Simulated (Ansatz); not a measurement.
**CH7AlN2: small, medium and large basis sets**

The task here is to estimate one member of a computed series from the others.

Method: one geometry, several basis sets; program: Ansatz 0.2.0, Gaussian basis.

Levels to be run: PBE0-D4/def2-SVP; ωB97M-V/def2-SVP; PBE0-D4/def2-QZVPP; ωB97M-V/def2-QZVPP; the functionals' def2-TZVPP values are taken from earlier runs.

## The relaxed structure

The geometry comes from an earlier relaxation with PBE0-D4 in a triple-zeta def2 set; it is a stationary point, not always the lowest conformer.

SMILES `NC[NH][AlH2]`, 11 atoms, charge 0, spin multiplicity 1.

Atoms are counted from 1 here; the program's logs count them from 0.

Bond lengths: N1–C2 1.452 Å, N1–H5 1.013 Å, N1–H6 1.013 Å, C2–N3 1.438 Å, C2–H7 1.098 Å, C2–H8 1.101 Å, N3–Al4 1.770 Å, N3–H9 1.012 Å, Al4–H10 1.585 Å, Al4–H11 1.583 Å. Angles: C2–N1–H5 111.0°, C2–N1–H6 110.3°, H5–N1–H6 108.0°, N1–C2–N3 110.6°, N1–C2–H7 106.6°, N1–C2–H8 114.0°, N3–C2–H7 111.4°, N3–C2–H8 107.5°, H7–C2–H8 106.6°, C2–N3–Al4 128.5°, C2–N3–H9 110.5°, Al4–N3–H9 121.0°, N3–Al4–H10 117.4°, N3–Al4–H11 117.8°, H10–Al4–H11 124.8°.

Geometry (Å):

```xyz
11
CH7AlN2
N    -1.1276    1.4493    0.1966
C     0.0541    0.8096   -0.3532
N     0.5217   -0.2292    0.5236
Al    0.7764   -1.9426    0.1621
H    -1.3869    2.2624   -0.3488
H    -1.9108    0.8064    0.1908
H     0.8091    1.5977   -0.4786
H    -0.1001    0.3598   -1.3464
H     0.6721    0.1346    1.4554
H     0.4407   -2.4348   -1.3062
H     1.3167   -2.8702    1.3255
```

The first run:

Input file in.yaml:

```yaml
crystal:
  periodic: [false, false, false]
  atoms:
    - {symbol: N, position_ang: [-1.127634, 1.449304, 0.196556]}
    - {symbol: C, position_ang: [0.054131, 0.809619, -0.353246]}
    - {symbol: N, position_ang: [0.521671, -0.229226, 0.523559]}
    - {symbol: Al, position_ang: [0.776400, -1.942619, 0.162112]}
    - {symbol: H, position_ang: [-1.386936, 2.262437, -0.348777]}
    - {symbol: H, position_ang: [-1.910774, 0.806436, 0.190824]}
    - {symbol: H, position_ang: [0.809057, 1.597676, -0.478596]}
    - {symbol: H, position_ang: [-0.100085, 0.359789, -1.346373]}
    - {symbol: H, position_ang: [0.672108, 0.134580, 1.455428]}
    - {symbol: H, position_ang: [0.440749, -2.434803, -1.306216]}
    - {symbol: H, position_ang: [1.316715, -2.870193, 1.325530]}
basis:
  gaussian: {orbitals: def2-SVP}
hamiltonian: {xc: pbe0, dispersion: d4}
output: {orbitals: {seedname: orbitals}}
```

Command:

```bash
$ ansatz run in.yaml --threads 2 --pin off --events-out ev --progress --plain --max-ram 4352MiB
```

Among the steps run: PBE0-D4 in def2-SVP; ωB97M-V in def2-SVP; PBE0-D4 in def2-QZVPP; ωB97M-V in def2-QZVPP.

One table of the session follows, with a row left open; its other results are not shown here.

| functional | basis | HOMO (eV) |
| --- | --- | --- |
| PBE0-D4 | def2-SVP | -6.67 |
| PBE0-D4 | def2-TZVPP | -6.88 |
| PBE0-D4 | def2-QZVPP | -6.92 |
| ωB97M-V | def2-SVP | -9.02 |
| ωB97M-V | def2-TZVPP | -9.24 |
| ωB97M-V | def2-QZVPP | ? |

Estimate the missing values for ωB97M-V, def2-QZVPP.

As computed: HOMO (eV): -9.28. In the column «HOMO (eV)» it is the lowest.
